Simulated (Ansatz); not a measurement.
# CaHN: uniaxial strain along a

The task here is to estimate one member of a computed series from the others.

Computed with Ansatz 0.2.0 (DFT r2SCAN, scalar-relativistic, plane waves, PAW, unless a step's input says otherwise).

## Starting point

Symmetry: I4mm, No. 107, tetragonal system. The conventional cell has a = 3.528 Å, b = 3.528 Å, c = 5.678 Å, α = 90.00°, β = 90.00°, γ = 90.00°. Around Ca (site symmetry 4mm) lie 5 N at 2.31 to 2.55 Å and 5 H at 2.34 to 2.54 Å. Around H (site symmetry 4mm) lie 1 N at 1.03 Å. Around N (site symmetry 4mm) lie 1 H at 1.03 Å.

As a file:

```
CELL_PARAMETERS angstrom
-1.76404 1.76404 2.83903
1.76404 -1.76404 2.83903
1.76404 1.76404 -2.83903
ATOMIC_POSITIONS crystal
Ca 0.05172 0.05172 0.00000
H 0.63994 0.63994 0.00000
N 0.45835 0.45835 0.00000
```

Source of the structure: the Materials Project (structure only).

The first run:

(A quick probe on a coarse mesh, which set the mesh and smearing, is not shown.)

Input file input.yaml:

```yaml
crystal:
  lattice:
    - [-1.7640407162, 1.7640407162, 2.8390341091]
    - [1.7640407162, -1.7640407162, 2.8390341091]
    - [1.7640407162, 1.7640407162, -2.8390341091]
  atoms:
    - { symbol: Ca, position: [0.05171591, 0.05171591, 0.0] }
    - { symbol: H, position: [0.63993544, 0.63993544, 0.0] }
    - { symbol: "N", position: [0.45834965, 0.45834965, 0.0] }
basis:
  ecutwfc: 500
kpoints:
  mp_grid: { grid: [10, 10, 10] }
hamiltonian:
  xc: r2scan
scf:
  occupations: { method: gaussian, width: 0.02 }
output:
  forces: true
  stress: true
  eigenvalues: true
relax:
  adjacent_minimum: "off"
  f_tol: 0.005
  max_steps: 80
  cell: { stress_tol: 0.05 }
```

Launch:

```sh
$ ansatz run input.yaml --threads 1 --pin off --max-ram 1331MiB --backend cpu --events-out ev --progress --plain --runs-dir out
```

Steps of the session up to this table: The relaxation; Zero strain; The gap over the whole zone; The cell strained by -1.5 %; Band edges over the zone at -1.5 %; Strain +1.5 %; Band edges over the zone at +1.5 %; Strain -3.0 %; Band edges over the zone at -3.0 %; The cell strained by +3.0 %; Band edges over the zone at +3.0 %; Strain -4.5 %; The gap over the whole zone at -4.5 %; The cell strained by +4.5 %; Band edges over the zone at +4.5 %.

One of the session's tables, all rows but one given; the rest of the session is left out.

It belongs to the step «Energy, stress and gap against strain». Lengths are those of the vectors of the cell that was run; stresses in GPa:

| strain (%) | ΔE (meV/atom) | a (Å) | b (Å) | c (Å) | gap (eV) |
| --- | --- | --- | --- | --- | --- |
| -4.5 | 13.5 | 3.364 | 3.548 | 5.688 | 2.56 |
| -3.0 | 5.9 | 3.417 | 3.539 | 5.678 | 2.63 |
| -1.5 | ? | ? | ? | ? | ? |
| +0.0 | 0.0 | 3.522 | 3.522 | 5.658 | 2.76 |
| +1.5 | 1.4 | 3.575 | 3.516 | 5.646 | 2.70 |
| +3.0 | 5.3 | 3.628 | 3.511 | 5.635 | 2.65 |
| +4.5 | 11.6 | 3.681 | 3.506 | 5.623 | 2.59 |

Estimate the missing values for strain (%) = -1.5.

Worked estimate for «ΔE (meV/atom)». A straight line through the neighbours (-3.0, 5.9) and (0.0, 0.0) gives 5.9 + (0.0 − 5.9) × (-1.5 + 3.0) / (0.0 + 3.0) = 2.9; a parabola fitted to 4 rows on both sides gives 1.5.

**Answer.** ΔE (meV/atom): 1.4; a (Å): 3.469; b (Å): 3.530; c (Å): 5.668; gap (eV): 2.70. In «ΔE (meV/atom)» the line misses by +1.5 and the parabola by +0.1.

ΔE is over the unstrained cell. Stress in GPa, positive in compression, on the Cartesian axes of the input. Gaps are Kohn-Sham gaps over the whole zone.

To keep in mind: The gap runs from 2.56 eV at -4.5 % through 2.76 to 2.59 eV at +4.5 %.
